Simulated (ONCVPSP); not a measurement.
# Ni: generating and testing an ONCV potential

Task: generate the file, and judge it by its errors in other configurations, its logarithmic derivatives, its ghosts and its cutoff.

Program: ONCVPSP 4.0.1. Reference atom: PBE, scalar-relativistic, spherical and spin-unpolarised. All values are calculated.

**1. Settings**

Typed settings, in words:

```json
{
  "element": "nickel (Ni, Z = 28)",
  "type": "optimised norm-conserving Vanderbilt (ONCV)",
  "frozen core": "[Ne]",
  "valence charge": "18",
  "reference configuration": "3s2 3p6 3d8 4s2",
  "partial waves": "3s+4s: rc 1.00 bohr, ncon 3, nbas 6, qcut 12.6 1/bohr, 2 projectors; 3p: rc 0.85 bohr, ncon 4, nbas 9, qcut 10.9 1/bohr, 2 projectors, debl 0.8 Ha; 3d: rc 1.60 bohr, ncon 4, nbas 9, qcut 8.7 1/bohr, 2 projectors, debl 4 Ha; f scattering state at 0.15 Ha: rc 1.30 bohr, ncon 4, nbas 7, qcut 9.4 1/bohr, 3 projectors, debl 1.2 Ha",
  "local potential": "polynomial inside 0.70 bohr (lpopt 5, dvloc0 0 Ha)",
  "core correction": "Teter function, fcfact 4, rcfact 1.3"
}
```

**2. Generating the potential**

Ni.dat reads:

```
# ATOM AND REFERENCE CONFIGURATION
# atsym  z   nc   nv     iexc    psfile
  Ni 28.00    3    4        4      upf
#
#   n    l    f
    1    0    2.00
    2    0    2.00
    2    1    6.00
    3    0    2.00
    3    1    6.00
    3    2    8.00
    4    0    2.00
#
# PSEUDOPOTENTIAL AND OPTIMIZATION
# lmax
    3
#
#   l,   rc,      ep,       ncon, nbas, qcut
    0    1.00    0.00    3    6   12.60
    1    0.85    0.00    4    9   10.90
    2    1.60    0.00    4    9    8.70
    3    1.30    0.15    4    7    9.40
#
# LOCAL POTENTIAL
# lloc, lpopt,  rc(5),   dvloc0
    4    5    0.70    0.00
#
# VANDERBILT-KLEINMAN-BYLANDER PROJECTORs
# l, nproj, debl
    0    2    3.20
    1    2    0.80
    2    2    4.00
    3    3    1.20
#
# MODEL CORE CHARGE
# icmod, fcfact, rcfact
    3    4.00    1.30
#
# LOG DERIVATIVE ANALYSIS
# epsh1, epsh2, depsh
   -6.00    5.00    0.04
#
# OUTPUT GRID
# rlmax, drl
    6.00    0.01
#
# TEST CONFIGURATIONS
# ncnf
    4
# nvcnf
#   n    l    f
    4
    3    0    2.00
    3    1    6.00
    3    2    8.00
    4    0    1.00
#
    4
    3    0    2.00
    3    1    6.00
    3    2    8.00
    4    0    0.00
#
    4
    3    0    2.00
    3    1    6.00
    3    2    7.00
    4    0    0.00
#
    4
    3    0    2.00
    3    1    5.00
    3    2    8.00
    4    0    2.00
#
```

Run with:

```console
$ oncvpsp.x < Ni.dat > Ni.out
```

Q: Predict the outcome of this session. Wanted: cutoffs for 1 and 0.1 mHa per electron, occupied waves; bound ghosts; GHOST(+) flags; largest test error; largest phase difference near zero energy, channels read; rms error of d²Exc/dn², without and with the model core; projector energies reset by the program.

The runs gave:

| quantity | value |
| --- | --- |
| cutoffs for 1 and 0.1 mHa per electron, occupied waves | 57 Ha and 104 Ha |
| bound ghosts | f at -32009.69 eV |
| GHOST(+) flags | s at 646 eV |
| largest test error (AE − PS) | -348 meV, for 3s2 3p5 3d8 4s2 |
| largest phase difference near zero energy, channels read | 0.001 rad |
| rms error of d²Exc/dn², without and with the model core | 1.93 and 0.93 mHa |
| projector energies reset by the program | p: -2.623, 0.250 Ha |

It has a bound ghost (f), a state that the atom doesn't have, and that rules the file out. The worst unpolarised test, 3s2 3p5 3d8 4s2, is off by 348 meV on 79.5 eV; by total energies transferability rates as poor. That test lies far up in energy; among those under 40 eV, nearer to bonding, the largest error is 10 meV. The potential is hard: the looser tolerance needs 57 Ha. At the looser tolerance the 3s wave is the slowest; 4s needs 46 Ha. Near zero energy the phases of the channels with partial waves agree within 0.001 rad. The program also flags highly localised states, GHOST(+) (s). All of this concerns the isolated atom, not yet a solid.
